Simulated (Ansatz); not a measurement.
**WNH₂ (sextet): wave-function methods side by side at a displaced geometry (v1), def2-SVP**

One table from this session's results is given with a row withheld; the runs are named, their logs left out.

The runs use Ansatz 0.2.0, Gaussian basis; def2-SVP, core rule «outside noble gas», up to 5 orbitals frozen.

Plan: UHF; CCSD(T) on ROHF; CCSD(T) on UHF; CISD as a restricted active space (open shells left free, so some higher excitations enter); CCSDT(Q) on ROHF; CCSDT(Q) on UHF.

30 further runs of the same task are left out: 8 for a known fault of the program, 9 that didn't finish, 13 set aside as unsound or not needed. Runs told in other sessions of the task aren't counted.

### What is computed

The geometry is a PBE0/def2-TZVP stationary point (not a proven minimum) with its atoms shifted at random (size 0.040 Å). No spin-orbit coupling is included. Elements past krypton take def2 core potentials.

4 atoms, charge 0, spin multiplicity 6.

Atoms are counted from 1 here; the program's logs count them from 0.

Bond lengths: W1–N2 1.974 Å, N2–H3 1.084 Å, N2–H4 1.021 Å. Angles: W1–N2–H3 123.9°, W1–N2–H4 125.2°, H3–N2–H4 110.8°.

Geometry (Å):

```xyz
4
H2NW
W     0.00010    0.00101    0.16425
N    -0.00073   -0.01513   -1.80941
H     0.04723    0.87793   -2.42162
H    -0.05554   -0.85239   -2.39182
```

Set-up of the first run:

Contents of in.yaml:

```yaml
crystal:
  periodic: [false, false, false]
  atoms:
    - {symbol: W, position_ang: [0.000101, 0.001013, 0.164249]}
    - {symbol: N, position_ang: [-0.000732, -0.015130, -1.809407]}
    - {symbol: H, position_ang: [0.047232, 0.877934, -2.421622]}
    - {symbol: H, position_ang: [-0.055545, -0.852388, -2.391819]}
basis:
  gaussian: {orbitals: def2-SVP}
magnetization: {spin_polarized: true, initial_magnetization: 5}
hamiltonian: {xc: hf}
output: {orbitals: {seedname: orbitals}}
```

Launch:

```sh
ansatz run in.yaml --threads 1 --pin off --events-out ev --progress --plain --max-ram 2393MiB
```

Among the steps run: UHF; CCSD(T) on ROHF; CCSD(T) on UHF; CISD as a restricted active space (open shells left free, so some higher excitations enter); CCSDT(Q) on ROHF; CCSDT(Q) on UHF.

One table of the session follows, with a row left open; its other results are not shown here.

It belongs to the step «Misses and costs». 

| method | from RCCSDT(Q) (meV) |
| --- | --- |
| ROHF | +7669.2 |
| UHF | +7502.8 |
| RMP2 | +739.0 |
| UMP2 | ? |
| RCCSD | +249.6 |
| UCCSD | +155.5 |
| RCCSD(T) | +29.5 |
| UCCSD(T) | -65.3 |
| RCCSDT | +13.9 |
| UCCSDT | -80.1 |
| RCCSDT(Q) | 0 |
| UCCSDT(Q) | -98.4 |

Estimate the missing values for UMP2.

As computed: from RCCSDT(Q) (meV): +615.9. In the column «from RCCSDT(Q) (meV)» it lies between RCCSD (+249.6) and RMP2 (+739.0).

Not comparable, so not listed: CISD as a restricted active space (open shells left free, so some higher excitations enter) (they don't share determinant, frozen orbitals or solution with the rows shown, or repeat one).

To keep in mind: Restricted and unrestricted rows rest on different reference determinants; a gap between their highest levels can come from leftover correlation error, from unlike frozen cores or from another state.
